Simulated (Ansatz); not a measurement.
# Cd: an axial (c/a) deformation path

This session takes Cd and sets out to follow an axial (c/a) deformation at fixed volume.

Computed with Ansatz 0.2.0 (DFT PBE, scalar-relativistic, plane waves, PAW, unless a step's input says otherwise).

## (1) The structure to begin with

The structure is hexagonal, space group P6_3/mmc (No. 194). Conventional cell: a = 2.979 Å, b = 2.979 Å, c = 5.618 Å, α = 90.00°, β = 90.00°, γ = 120.00°. Around Cd (site symmetry -6m2) lie 12 Cd at 2.98 to 3.29 Å.

As a file:

```
CELL_PARAMETERS angstrom
2.97887 0.00000 0.00000
-1.48944 2.57978 0.00000
0.00000 0.00000 5.61765
ATOMIC_POSITIONS crystal
Cd 0.33333 0.66667 0.25000
Cd 0.66667 0.33333 0.75000
```

No relaxation comes first: the listed cell is the starting point.

## (2) Zero of the scan

The input, input.yaml:

```yaml
crystal:
  lattice:
    - [2.9788725081, 0.0, 0.0]
    - [-1.489436254, 2.5797792666, 0.0]
    - [0.0, 0.0, 5.61765]
  atoms:
    - { symbol: Cd, position: [0.3333333333, 0.6666666667, 0.25] }
    - { symbol: Cd, position: [0.6666666667, 0.3333333333, 0.75] }
basis:
  ecutwfc: 420
kpoints:
  mp_grid: { grid: [24, 24, 10] }
hamiltonian:
  xc: pbe
scf:
  occupations: { method: gaussian, width: 0.15 }
output:
  forces: true
  stress: true
  eigenvalues: true
  write_density: true
  write_potential: true
  elf: true
  volumetric_format: npy
```

Launch:

```
> ansatz run input.yaml --threads 1 --pin off --max-ram 2560MiB --backend cpu --events-out ev --progress --plain --runs-dir out
```

## (3) Next: an axial (c/a) deformation path

At fixed volume and fractional coordinates, lengths along (0.000, 0.000, 1.000) are scaled against those across it; ρ is that ratio over its starting value.

## (4) At ρ = 0.850

Edit input.yaml of step 2 so:

```diff
@@ -2,5 +2,5 @@
   lattice:
-    - [2.9788725081, 0.0, 0.0]
-    - [-1.489436254, 2.5797792666, 0.0]
-    - [0.0, 0.0, 5.61765]
+    - [3.1446979759, 0.0, 0.0]
+    - [-1.5723489879, 2.7233883343, 0.0]
+    - [0.0, 0.0, 5.0408134809]
   atoms:
@@ -20,5 +20 @@
   eigenvalues: true
-  write_density: true
-  write_potential: true
-  elf: true
-  volumetric_format: npy
```

## (5) At ρ = 1.200

Edit input.yaml of step 4 so:

```diff
@@ -2,5 +2,5 @@
   lattice:
-    - [3.1446979759, 0.0, 0.0]
-    - [-1.5723489879, 2.7233883343, 0.0]
-    - [0.0, 0.0, 5.0408134809]
+    - [2.8032263555, 0.0, 0.0]
+    - [-1.4016131777, 2.4276652365, 0.0]
+    - [0.0, 0.0, 6.3436932572]
   atoms:
```

## (6) Point ρ = 0.920

Edit input.yaml of step 5 so:

```diff
@@ -2,5 +2,5 @@
   lattice:
-    - [2.8032263555, 0.0, 0.0]
-    - [-1.4016131777, 2.4276652365, 0.0]
-    - [0.0, 0.0, 6.3436932572]
+    - [3.0628282248, 0.0, 0.0]
+    - [-1.5314141124, 2.6524870501, 0.0]
+    - [0.0, 0.0, 5.3138981866]
   atoms:
@@ -20 +20,5 @@
   eigenvalues: true
+  write_density: true
+  write_potential: true
+  elf: true
+  volumetric_format: npy
```

## (7) At ρ = 1.100

The input, input.yaml:

```yaml
crystal:
  lattice:
    - [2.8857210979, 0.0, 0.0]
    - [-1.4428605489, 2.499107779, 0.0]
    - [0.0, 0.0, 5.9861804054]
  atoms:
    - { symbol: Cd, position: [0.3333333333, 0.6666666667, 0.25] }
    - { symbol: Cd, position: [0.6666666667, 0.3333333333, 0.75] }
basis:
  ecutwfc: 420
kpoints:
  mp_grid: { grid: [24, 24, 10] }
hamiltonian:
  xc: pbe
scf:
  occupations: { method: gaussian, width: 0.15 }
output:
  forces: true
  stress: true
  eigenvalues: true
```

## (8) Point ρ = 0.960

Edit input.yaml of step 7 so:

```diff
@@ -2,5 +2,5 @@
   lattice:
-    - [2.8857210979, 0.0, 0.0]
-    - [-1.4428605489, 2.499107779, 0.0]
-    - [0.0, 0.0, 5.9861804054]
+    - [3.0196840522, 0.0, 0.0]
+    - [-1.5098420261, 2.6151231006, 0.0]
+    - [0.0, 0.0, 5.4668291265]
   atoms:
```

## (9) ρ = 1.050

Edit input.yaml of step 8 so:

```diff
@@ -2,5 +2,5 @@
   lattice:
-    - [3.0196840522, 0.0, 0.0]
-    - [-1.5098420261, 2.6151231006, 0.0]
-    - [0.0, 0.0, 5.4668291265]
+    - [2.9308177741, 0.0, 0.0]
+    - [-1.465408887, 2.5381626462, 0.0]
+    - [0.0, 0.0, 5.8033782397]
   atoms:
```

## (10) ρ = 0.800

Edit input.yaml of step 9 so:

```diff
@@ -2,5 +2,5 @@
   lattice:
-    - [2.9308177741, 0.0, 0.0]
-    - [-1.465408887, 2.5381626462, 0.0]
-    - [0.0, 0.0, 5.8033782397]
+    - [3.2088931343, 0.0, 0.0]
+    - [-1.6044465671, 2.7789829723, 0.0]
+    - [0.0, 0.0, 4.8411440146]
   atoms:
```

## (11) At ρ = 1.300

Edit input.yaml of step 10 so:

```diff
@@ -2,5 +2,5 @@
   lattice:
-    - [3.2088931343, 0.0, 0.0]
-    - [-1.6044465671, 2.7789829723, 0.0]
-    - [0.0, 0.0, 4.8411440146]
+    - [2.7294226986, 0.0, 0.0]
+    - [-1.3647113493, 2.3637493946, 0.0]
+    - [0.0, 0.0, 6.6913987743]
   atoms:
@@ -20 +20,5 @@
   eigenvalues: true
+  write_density: true
+  write_potential: true
+  elf: true
+  volumetric_format: npy
```

(Steps that only read results are left out.)

What does the calculation give? Wanted: highest point.

As calculated:

| quantity | value |
| --- | --- |
| highest point | 226.4 meV/atom at ρ = 1.300 |

What this shows: No sampled point lies below the undisturbed cell. No further minimum shows among the sampled points.
